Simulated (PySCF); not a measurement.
# C₄HF₅: geometry, NMR shifts, spin-spin couplings and electronic excitations

Wanted: the NMR shifts, spin-spin couplings and electronic excitations of C₄HF₅ (`C#CC(F)(F)C(F)(F)F`), by calculation.

Computed with PySCF 2.14.0, with density-fitted response routines of our own, on a single molecule in the gas phase. Atoms count from 0, in the outputs and in this text.

## 1. Starting geometry

10 atoms, charge 0, multiplicity 1; geometry from: GFN2-xTB.

Bonds of the start (Å): C0–C1 1.20, C1–C2 1.45, C2–F3 1.35, C2–F4 1.35, C2–C5 1.56, C5–F6 1.33, C5–F7 1.33, C5–F8 1.33, C0–H9 1.05.

## 2. Optimising the geometry at PBE0-D3(BJ)/def2-SVP

What the job is given:

```
{"job": {"xc": "PBE0", "basis": "def2-SVP", "d3": "d3bj", "grid": 1, "kind": "geom"}, "charge": 0, "multiplicity": 1}
C      2.299675    -0.215253     0.066872
C      1.180512     0.186967    -0.060205
C     -0.181277     0.670389    -0.219143
F     -0.430764     1.065751    -1.490897
F     -0.433088     1.742141     0.570345
C     -1.199010    -0.453188     0.146431
F     -1.026425    -1.516458    -0.641214
F     -2.456995    -0.048676     0.016575
F     -1.024728    -0.854461     1.407067
H      3.280983    -0.572557     0.181640
```

What it wrote:

```text
step   0  E = -651.02256502  max force = 0.019675
step   1  E = -651.02425452  max force = 0.008220
step   2  E = -651.02459447  max force = 0.002204
step   3  E = -651.02465094  max force = 0.001170
step   4  E = -651.02466214  max force = 0.000734
step   5  E = -651.02467393  max force = 0.000970
step   6  E = -651.02467968  max force = 0.001376
step   7  E = -651.02468234  max force = 0.001396
step   8  E = -651.02469181  max force = 0.001821
step   9  E = -651.02470972  max force = 0.001441
step  10  E = -651.02472805  max force = 0.000761
step  11  E = -651.02473071  max force = 0.001219
step  12  E = -651.02473101  max force = 0.000756
step  13  E = -651.02473383  max force = 0.000221
optimisation converged
```

Wall time 92 s (1 thread, shared host).

Relaxation path:

| step | energy from step 0 (eV) | largest force component (eV/Å) |
| --- | --- | --- |
| 0 | 0.0000 | 1.0117 |
| 1 | -0.0460 | 0.4227 |
| 2 | -0.0552 | 0.1133 |
| 3 | -0.0568 | 0.0602 |
| 4 | -0.0571 | 0.0377 |
| 5 | -0.0574 | 0.0499 |
| 6 | -0.0575 | 0.0708 |
| 7 | -0.0576 | 0.0718 |
| 8 | -0.0579 | 0.0936 |
| 9 | -0.0584 | 0.0741 |
| 10 | -0.0589 | 0.0391 |
| 11 | -0.0589 | 0.0627 |
| 12 | -0.0589 | 0.0389 |
| 13 | -0.0590 | 0.0114 |

Distances of close pairs at the start and the end, largest changes first:

| bond | before (Å) | after (Å) | change (Å) |
| --- | --- | --- | --- |
| C0–H9 | 1.051 | 1.076 | +0.025 |
| C2–C5 | 1.559 | 1.547 | -0.012 |
| C0–C1 | 1.196 | 1.207 | +0.011 |
| C1–C2 | 1.454 | 1.464 | +0.010 |
| C2–F4 | 1.355 | 1.345 | -0.010 |
| C2–F3 | 1.355 | 1.345 | -0.010 |
| C5–F8 | 1.334 | 1.325 | -0.009 |
| C5–F6 | 1.334 | 1.326 | -0.009 |

The final coordinates are the input of the step that follows.

| at the end point | value |
| --- | --- |
| point group (found at 0.08 Å tolerance) | Cs |
| rotational constants (GHz, main isotopes) | 2.253, 1.510, 1.329 |
| dipole moment (D) | 2.29 |

## 3. NMR shieldings: PBE0/pcSseg-1

What the job is given:

```
{"job": {"kind": "nmr", "xc": "PBE0", "basis": "pcSseg-1"}, "charge": 0, "multiplicity": 1}
C      2.320885    -0.235534    -0.099042
C      1.182804     0.158856    -0.178564
C     -0.203722     0.620055    -0.265320
F     -0.546574     0.862567    -1.543289
F     -0.373101     1.755160     0.435586
C     -1.206901    -0.417348     0.292070
F     -1.105040    -1.553123    -0.383756
F     -2.442225     0.043219     0.177206
F     -0.953562    -0.651462     1.571888
H      3.337840    -0.579749    -0.029964
```

Method: GIAO PBE0/pcSseg-1 NMR shielding, non-relativistic, gas phase.

What it wrote:

```text
coarse grid: 10400 points
cycle   1  E = -651.1562872456  dE =  1.669e+00  |g| = 1.139e+00  |ddm| = 3.206e+00
cycle   2  E = -650.8622470356  dE =  2.940e-01  |g| = 1.814e+00  |ddm| = 1.659e+00
cycle   3  E = -651.3666723724  dE = -5.044e-01  |g| = 1.861e-01  |ddm| = 1.035e+00
cycle   4  E = -651.3708208004  dE = -4.148e-03  |g| = 1.348e-01  |ddm| = 2.020e-01
cycle   5  E = -651.3751684180  dE = -4.348e-03  |g| = 2.007e-02  |ddm| = 8.785e-02
cycle   6  E = -651.3752501412  dE = -8.172e-05  |g| = 4.255e-03  |ddm| = 1.972e-02
cycle   7  E = -651.3752538222  dE = -3.681e-06  |g| = 1.294e-03  |ddm| = 4.095e-03
final grid: 108224 points
cycle   8  E = -651.4624299773  dE = -5.335e-05  |g| = 6.508e-03  |ddm| = 3.663e-02
cycle   9  E = -651.4624236303  dE =  6.347e-06  |g| = 9.515e-03  |ddm| = 1.064e-02
cycle  10  E = -651.4624374629  dE = -1.383e-05  |g| = 5.976e-04  |ddm| = 5.655e-03
cycle  11  E = -651.4624374822  dE = -1.936e-08  |g| = 5.188e-04  |ddm| = 7.846e-04
cycle  12  E = -651.4624375425  dE = -6.022e-08  |g| = 1.604e-04  |ddm| = 4.017e-04
cycle  13  E = -651.4624375487  dE = -6.196e-09  |g| = 1.956e-05  |ddm| = 1.298e-04
cycle  14  E = -651.4624375487  dE = -6.730e-11  |g| = 8.213e-06  |ddm| = 1.888e-05
converged SCF energy = -651.4624375487

GIAO shielding tensors (ppm)
atom      isotropic    diamagn.    paramagn.     s11        s22        s33       span
  0 C       97.550     256.085    -158.534     22.987     29.934    239.729    216.742
  1 C      109.330     265.672    -156.343     12.879     16.944    298.165    285.287
  2 C       76.793     233.841    -157.048     61.958     80.617     87.803     25.845
  3 F      296.725     470.831    -174.106    189.042    345.480    355.653    166.611
  4 F      296.827     470.837    -174.010    188.993    346.113    355.376    166.384
  5 C       60.764     242.968    -182.204     50.627     63.688     67.977     17.350
  6 F      271.271     472.181    -200.911    199.476    270.991    343.344    143.868
  7 F      280.309     469.666    -189.357    207.477    277.063    356.386    148.909
  8 F      271.287     472.151    -200.863    199.517    270.969    343.376    143.859
  9 H       28.479      31.713      -3.234     23.683     23.826     37.927     14.243
```

It took 17 s on 1 thread, shared host.

Shifts follow as δ = σ(reference) − σ, with reference shieldings (ppm) from runs at the same level and on the same kind of geometry: 1H TMS 31.27, 13C TMS 184.4, 19F CFCl3 177.2. The references are single molecules in the gas phase, so shifts against H2O, NH3, PH3, H3PO4 or CFCl3 are not on the usual liquid scales and can be off by tens of ppm. Atoms listed in one row are averaged.

| atoms | environment | σ (ppm) | δ (ppm) | δ scaled to CDCl3 |
| --- | --- | --- | --- | --- |
| C5 | CF3 carbon | 60.8 | 123.6 | 119.6 |
| C2 | propargylic fully substituted sp3 carbon bonded to 2 F | 76.8 | 107.6 | 104.0 |
| C0 | terminal alkyne carbon | 97.6 | 86.9 | 83.8 |
| C1 | alkyne carbon | 109.3 | 75.1 | 72.4 |
| H9 | hydrogen on a terminal alkyne carbon | 28.48 | 2.79 | 2.86 |
| F6, F7, F8 | fluorine of a CF3 group | 274.3 | -97.0 | – |
| F3, F4 | fluorine of a CF2 group | 296.8 | -119.5 | – |

The scaled column applies a straight-line fit of computed shieldings to shifts measured in CDCl3, and one for carbons that bear F (root-mean-square error 0.21 ppm for H, 2.0 ppm for C).

Charges from the same density, by scheme (e):

```
     atoms  Mulliken    IAO  Hirshfeld  ESP fit
        C0     -0.24  -0.14      -0.05    -0.37
        C1      0.19  -0.08      -0.08     0.05
        C2      0.42   0.53       0.17     0.23
    F3, F4     -0.27  -0.27      -0.08    -0.13
        C5      0.81   0.80       0.24     0.40
F6, F7, F8     -0.25  -0.26      -0.08    -0.13
```

Mayer bond orders: C0–C1 2.54, C1–C2 0.86, C2–F3 0.95, C2–F4 0.95, C2–C5 0.98, C5–F6 1.03, C5–F7 1.03, C5–F8 1.03.

## 4. Indirect couplings: B3LYP/pcJ-1

The job, as its differences from that of step 3:

```diff
@@ -1,2 +1,2 @@
-{"job": {"kind": "nmr", "xc": "PBE0", "basis": "pcSseg-1"}, "charge": 0, "multiplicity": 1}
+{"job": {"kind": "j", "xc": "B3LYP", "basis": "pcJ-1"}, "charge": 0, "multiplicity": 1}
 C      2.320885    -0.235534    -0.099042
```

Method: B3LYP/pcJ-1 indirect spin-spin coupling, non-relativistic, gas phase.

What it wrote:

```text
coarse grid: 10400 points
cycle   1  E = -651.8464982035  dE =  1.596e+00  |g| = 1.206e+00  |ddm| = 3.148e+00
cycle   2  E = -651.4413898640  dE =  4.051e-01  |g| = 2.060e+00  |ddm| = 1.699e+00
cycle   3  E = -652.0695382955  dE = -6.281e-01  |g| = 2.106e-01  |ddm| = 1.082e+00
cycle   4  E = -652.0731100620  dE = -3.572e-03  |g| = 1.752e-01  |ddm| = 2.281e-01
cycle   5  E = -652.0803901866  dE = -7.280e-03  |g| = 2.513e-02  |ddm| = 1.049e-01
cycle   6  E = -652.0805197014  dE = -1.295e-04  |g| = 5.578e-03  |ddm| = 2.199e-02
cycle   7  E = -652.0805257179  dE = -6.017e-06  |g| = 1.768e-03  |ddm| = 5.015e-03
final grid: 108224 points
cycle   8  E = -652.1641714259  dE = -2.402e-04  |g| = 7.862e-03  |ddm| = 2.567e-02
cycle   9  E = -652.1641613348  dE =  1.009e-05  |g| = 1.145e-02  |ddm| = 1.069e-02
cycle  10  E = -652.1641792608  dE = -1.793e-05  |g| = 6.629e-04  |ddm| = 6.541e-03
cycle  11  E = -652.1641792075  dE =  5.334e-08  |g| = 7.479e-04  |ddm| = 7.860e-04
cycle  12  E = -652.1641793329  dE = -1.254e-07  |g| = 1.897e-04  |ddm| = 5.073e-04
cycle  13  E = -652.1641793412  dE = -8.289e-09  |g| = 1.970e-05  |ddm| = 1.258e-04
cycle  14  E = -652.1641793413  dE = -4.798e-11  |g| = 1.077e-05  |ddm| = 1.761e-05
converged SCF energy = -652.1641793413

Indirect spin-spin couplings (Hz)
  i      j    bonds     total        FC       PSO       DSO        SD
  0 C    3 F    3      4.583     9.730    -3.068    -0.258    -1.821
  0 C    4 F    3      4.606     9.744    -3.064    -0.258    -1.816
  0 C    6 F    4      0.192     0.887    -0.451    -0.062    -0.182
  0 C    7 F    4      2.534     1.948     0.606    -0.359     0.338
  0 C    8 F    4      0.160     0.825    -0.423    -0.066    -0.177
  0 C    9 H    1    282.792   283.850    -1.474     0.416         -
  1 C    3 F    2     38.358    37.056    -0.357     0.157     1.502
  1 C    4 F    2     38.281    36.998    -0.371     0.158     1.497
  1 C    6 F    3     -2.645    -2.742    -0.245     0.216     0.126
  1 C    7 F    3      2.537     2.558     0.438    -0.312    -0.147
  1 C    8 F    3     -2.616    -2.723    -0.220     0.207     0.120
  1 C    9 H    2     53.132    48.421     5.739    -1.028         -
  2 C    3 F    1   -306.206  -302.168   -17.993     1.406    12.550
  2 C    4 F    1   -306.014  -301.911   -18.041     1.406    12.532
  2 C    6 F    2     46.369    46.627    -1.545     0.370     0.917
  2 C    7 F    2     37.196    34.768     0.060     0.324     2.044
  2 C    8 F    2     45.917    46.181    -1.554     0.367     0.922
  2 C    9 H    3      4.577     4.471     0.385    -0.280         -
  3 F    4 F    2    276.969    48.941   137.789    -0.159    90.398
  3 F    5 C    2     35.834    35.895    -1.737     0.457     1.219
  3 F    6 F    3    -17.183    -5.376   -10.462     0.339    -1.685
  3 F    7 F    3    -22.889    -9.411   -15.032     0.422     1.132
  3 F    8 F    3     11.246   -16.868     8.753    -1.593    20.954
  3 F    9 H    4     -6.352    -6.095     0.274    -1.086     0.555
  4 F    5 C    2     35.947    35.982    -1.712     0.458     1.218
  4 F    6 F    3     11.226   -17.052     8.769    -1.591    21.102
  4 F    7 F    3    -22.740    -9.495   -14.530     0.396     0.889
  4 F    8 F    3    -17.570    -5.479   -11.150     0.369    -1.310
  4 F    9 H    4     -6.354    -6.092     0.271    -1.084     0.551
  5 C    6 F    1   -352.196  -324.252   -37.673     1.590     8.139
  5 C    7 F    1   -360.415  -330.078   -39.472     1.605     7.530
  5 C    8 F    1   -352.236  -324.238   -37.709     1.590     8.121
  5 C    9 H    4     -1.199    -1.202     0.167    -0.164         -
  6 F    7 F    2     51.643    32.766   -29.353    -0.214    48.444
  6 F    8 F    2     64.751    31.904   -16.879    -0.230    49.956
  6 F    9 H    5     -0.731    -0.636     0.427    -0.549     0.026
  7 F    8 F    2     51.492    33.567   -30.336    -0.209    48.471
  7 F    9 H    5     -0.356    -0.498     1.230    -1.213     0.125
  8 F    9 H    5     -0.686    -0.598     0.445    -0.556     0.023
```

It took 50 s on 1 thread, shared host.

Couplings of 1 Hz or more, nine at most for each number of bonds, with means over like pairs (isotopes 13C, 19F, 1H):

```csv
pair,bonds,J (Hz),Fermi contact (Hz)
C5–F6,1,-354.9,-326.2
C2–F3,1,-306.1,-302.0
C0–H9,1,282.8,283.9
F3–F4,2,277.0,48.9
F6–F7,2,56.0,32.7
C1–H9,2,53.1,48.4
C2–F6,2,43.2,42.5
C1–F3,2,38.3,37.0
F3–C5,2,35.9,35.9
F3–F6,3,-9.7,-10.6
C0–F3,3,4.6,9.7
C2–H9,3,4.6,4.5
F3–H9,4,-6.4,-6.1
C5–H9,4,-1.2,-1.2
```

The spin-dipole term was solved for some atoms only; pairs without it lack that part.

The response was solved for the nuclei of F, H alone, so couplings that need other nuclei can be missing.

Shifts (PBE0/pcSseg-1, scaled to CDCl3) and these couplings together give the proton spectrum at 300 MHz below. H–H couplings in it are scaled by factors fitted to measured ones, so they differ from the table.

1H NMR δ 2.86 (t, J = 6.4 Hz, 1H).

## 5. Excited states and response: B3LYP/def2-SVPD

The job, as its differences from that of step 4:

```diff
@@ -1,2 +1,2 @@
-{"job": {"kind": "j", "xc": "B3LYP", "basis": "pcJ-1"}, "charge": 0, "multiplicity": 1}
+{"job": {"kind": "uv", "xc": "B3LYP", "basis": "def2-SVPD", "ip": true}, "charge": 0, "multiplicity": 1}
 C      2.320885    -0.235534    -0.099042
```

Method: TDDFT B3LYP/def2-SVPD, vertical, gas phase, core orbitals frozen in the response.

What it wrote:

```text
coarse grid: 10400 points
cycle   1  E = -651.3953255324  dE =  1.587e+00  |g| = 1.111e+00  |ddm| = 9.453e+00
cycle   2  E = -651.0287360552  dE =  3.666e-01  |g| = 1.887e+00  |ddm| = 3.607e+00
cycle   3  E = -651.6014009361  dE = -5.727e-01  |g| = 2.068e-01  |ddm| = 2.054e+00
cycle   4  E = -651.6073112700  dE = -5.910e-03  |g| = 1.414e-01  |ddm| = 3.811e-01
cycle   5  E = -651.6121909218  dE = -4.880e-03  |g| = 2.406e-02  |ddm| = 1.881e-01
cycle   6  E = -651.6123191872  dE = -1.283e-04  |g| = 5.064e-03  |ddm| = 5.376e-02
cycle   7  E = -651.6123245326  dE = -5.345e-06  |g| = 1.623e-03  |ddm| = 9.105e-03
final grid: 108224 points
cycle   8  E = -651.7031191563  dE = -3.900e-05  |g| = 7.191e-03  |ddm| = 1.049e-01
cycle   9  E = -651.7031082431  dE =  1.091e-05  |g| = 1.104e-02  |ddm| = 1.484e-02
cycle  10  E = -651.7031271232  dE = -1.888e-05  |g| = 6.486e-04  |ddm| = 9.148e-03
cycle  11  E = -651.7031271610  dE = -3.779e-08  |g| = 4.715e-04  |ddm| = 1.251e-03
cycle  12  E = -651.7031272162  dE = -5.512e-08  |g| = 1.030e-04  |ddm| = 5.947e-04
cycle  13  E = -651.7031272185  dE = -2.345e-09  |g| = 1.880e-05  |ddm| = 1.750e-04
cycle  14  E = -651.7031272185  dE = -4.866e-11  |g| = 8.667e-06  |ddm| = 2.529e-05
converged SCF energy = -651.7031272185

Static polarisability (au): isotropic 50.653, principal 42.851 43.321 65.786

Singlet excitations
state   eV       nm        f      main configurations
  1   6.3899    194.0   0.00001   H->L 0.61, H-1->L+1 0.37
  2   6.5804    188.4   0.00085   H-1->L+1 0.52, H->L 0.32
  3   6.5814    188.4   0.00019   H-1->L 0.43, H->L+1 0.42, H-1->L+1 0.09
  4   8.5471    145.1   0.08039   H->L+2 0.87
  5   8.5831    144.5   0.05817   H-1->L+2 0.94
  6   8.7104    142.3   0.00005   H-2->L 0.96
  7   8.8437    140.2   0.10819   H-2->L+1 0.85
  8   9.1253    135.9   0.10173   H->L+3 0.74
  9   9.1869    135.0   0.00743   H-1->L+3 0.90
 10   9.4559    131.1   0.57770   H-1->L 0.26, H->L+1 0.22, H-1->L+6 0.14

Triplet excitations (Tamm-Dancoff, eV): 5.1749 5.6665 5.6674 6.4036
Vertical ionisation energy (delta-SCF) = 11.8476 eV
```

It took 1.9 min on 1 thread, shared host.

The orbitals next to the gap, with their largest atomic shares:

```csv
orbital,eV,atoms
HOMO−3,-12.13,"F8 22 %, F4 22 %, F6 22 %"
HOMO−2,-10.81,"F4 20 %, F3 20 %, C2 15 %"
HOMO−1,-9.15,"C1 44 %, C0 42 %"
HOMO,-9.14,"C1 42 %, C0 42 %, C2 5 %"
LUMO,-0.91,"C0 34 %, C1 29 %, C2 10 %"
LUMO+1,-0.88,"C0 34 %, C1 30 %, C2 10 %"
LUMO+2,0.43,"C0 37 %, H9 13 %, C1 13 %"
```

With each of the 10 states as a Gaussian band of 0.4 eV half-width at 1/e, the curve within the window shown has maxima at 132 nm (ε 26,000) L/(mol cm). Beyond the last state computed it falls off for lack of states. The curve at chosen wavelengths:

nm, ε (L/mol/cm) and a bar:
```
      127      13736 #################
      130      24445 ##############################
      134      23732 #############################
      137      17055 #####################
      141      11946 ###############
      144       9652 ############
      148       5708 #######
      151       2912 ####
      155        803 #
      158        232 
      162         32 
      165          6 
      169          2 
      172          4 
      176         11 
      179         20 
      183         34 
      186         41 
      190         42 
      193         36 
      197         25 
      200         17 
      204          9 
      207          5 
      211          2 
      214          1
```

Further results of this job:

| property | computed |
| --- | --- |
| dipole moment (D) | 2.48 |
| polarisability (Å³) | 7.51 |
| HOMO–LUMO gap (eV) | 8.23 |
| −ε(HOMO) (eV) | 9.14 |

## 6. NMR shieldings: HF/pcSseg-2

The job, as its differences from that of step 5:

```diff
@@ -1,2 +1,2 @@
-{"job": {"kind": "uv", "xc": "B3LYP", "basis": "def2-SVPD", "ip": true}, "charge": 0, "multiplicity": 1}
+{"job": {"kind": "nmr", "xc": "HF", "basis": "pcSseg-2", "pop": false}, "charge": 0, "multiplicity": 1}
 C      2.320885    -0.235534    -0.099042
```

Method: GIAO HF/pcSseg-2 NMR shielding, non-relativistic, gas phase.

What it wrote:

```text
final grid: 108224 points
cycle   1  E = -649.1190187596  dE =  2.080e+00  |g| = 1.266e+00  |ddm| = 3.037e+00
cycle   2  E = -649.3171265351  dE = -1.981e-01  |g| = 8.466e-01  |ddm| = 1.709e+00
cycle   3  E = -649.4270244325  dE = -1.099e-01  |g| = 1.109e-01  |ddm| = 5.445e-01
cycle   4  E = -649.4299008210  dE = -2.876e-03  |g| = 4.705e-02  |ddm| = 1.666e-01
cycle   5  E = -649.4304955209  dE = -5.947e-04  |g| = 1.390e-02  |ddm| = 5.708e-02
cycle   6  E = -649.4305470588  dE = -5.154e-05  |g| = 3.205e-03  |ddm| = 1.815e-02
cycle   7  E = -649.4305520772  dE = -5.018e-06  |g| = 8.094e-04  |ddm| = 6.902e-03
cycle   8  E = -649.4305524063  dE = -3.291e-07  |g| = 2.292e-04  |ddm| = 1.416e-03
cycle   9  E = -649.4305524442  dE = -3.784e-08  |g| = 9.795e-05  |ddm| = 3.867e-04
cycle  10  E = -649.4305524561  dE = -1.189e-08  |g| = 5.580e-05  |ddm| = 2.652e-04
cycle  11  E = -649.4305524611  dE = -5.009e-09  |g| = 2.935e-05  |ddm| = 1.187e-04
cycle  12  E = -649.4305524626  dE = -1.497e-09  |g| = 1.051e-05  |ddm| = 7.227e-05
cycle  13  E = -649.4305524627  dE = -1.419e-10  |g| = 3.544e-06  |ddm| = 2.575e-05
converged SCF energy = -649.4305524627

GIAO shielding tensors (ppm)
atom      isotropic    diamagn.    paramagn.     s11        s22        s33       span
  0 C      101.943     262.764    -160.820     30.103     37.254    238.473    208.370
  1 C      119.881     261.400    -141.519     23.101     27.560    308.981    285.880
  2 C       93.915     242.887    -148.972     84.519     94.232    102.994     18.475
  3 F      333.599     465.921    -132.322    233.973    378.220    388.604    154.631
  4 F      333.725     465.952    -132.227    233.936    378.797    388.443    154.507
  5 C       81.393     238.405    -157.012     76.799     81.768     85.613      8.813
  6 F      309.516     467.009    -157.494    233.670    312.599    382.278    148.608
  7 F      317.080     464.002    -146.922    240.403    321.628    389.210    148.808
  8 F      309.629     466.963    -157.335    233.683    312.650    382.553    148.870
  9 H       28.546      31.942      -3.396     23.630     23.868     38.141     14.511
```

It took 33 s on 1 thread, shared host.

Key values: δ C5 110.1, C2 97.6, C0 89.5, C1 71.6, H9 3.14 ppm.

## 7. Side by side: NMR shifts

Shifts (ppm) of some atoms, chosen among heavy atoms and hydrogens apart, means over like atoms, with basis size and wall time:

```csv
run,C5,C2,C1,H9,F6,F3,functions,time
PBE0/pcSseg-1,123.6,107.6,75.1,2.79,-97.0,-119.5,158,17 s
HF/pcSseg-2,110.1,97.6,71.6,3.14,-66.8,-88.4,338,33 s
```

## 8. Results

```
                                                                 quantity                         value
                                                              point group                            Cs
                                     rotational constants (main isotopes)          2.25, 1.51, 1.33 GHz
                                   13C shifts against TMS (PBE0/pcSseg-1)  123.6, 107.6, 86.9, 75.1 ppm
                                    1H shifts against TMS (PBE0/pcSseg-1)                      2.79 ppm
19F shifts against CFCl3 (PBE0/pcSseg-1, means over atoms taken as alike)             -97.0, -119.5 ppm
                              largest coupling of the table (B3LYP/pcJ-1)      1J(C,F) C5–F6, -354.9 Hz
                                         lowest singlet (B3LYP/def2-SVPD)   6.39 eV (194 nm), f = 0.000
                                 brightest single state of those computed  state 10, 9.46 eV, f = 0.578
                                                           lowest triplet                       5.17 eV
                                        vertical ionisation energy (ΔSCF)                      11.85 eV
                                                 range of the shift of F3           -119.5 to -88.4 ppm
```

What this shows: Relaxing lowered the energy by 0.059 eV in 13 steps; the close pair that moved most is C0–H9, from 1.051 to 1.076 Å. No frequency check was run at this level, so the end point may be a saddle. At PBE0/pcSseg-1: The widest tensor belongs to C1: span 285 ppm, with a paramagnetic part of -156 ppm. Of the pairs tabulated at B3LYP/pcJ-1, C5–F6 (mean over like pairs) couples most strongly (-354.9 Hz; Fermi contact -326.2 Hz). Density functionals describe couplings to fluorine poorly, F–F couplings above all, so those rows are rough. The lowest singlet, at 6.39 eV, is HOMO→LUMO 0.61, HOMO−1→LUMO+1 0.37 and is dark; of the 10 states computed, the strongest absorption comes from state 10 at 9.46 eV (the last computed, so partners may be missing). The lowest triplet lies 1.21 eV below the lowest singlet (triplets in Tamm-Dancoff, singlets in full TDDFT). The orbital energy would give 9.14 eV for ionisation, ΔSCF gives 11.85 eV. In ppm, F3 (with its like atoms) moves most: its shift spreads over 31.1 ppm, from -119.5 (PBE0/pcSseg-1) to -88.4 (HF/pcSseg-2).
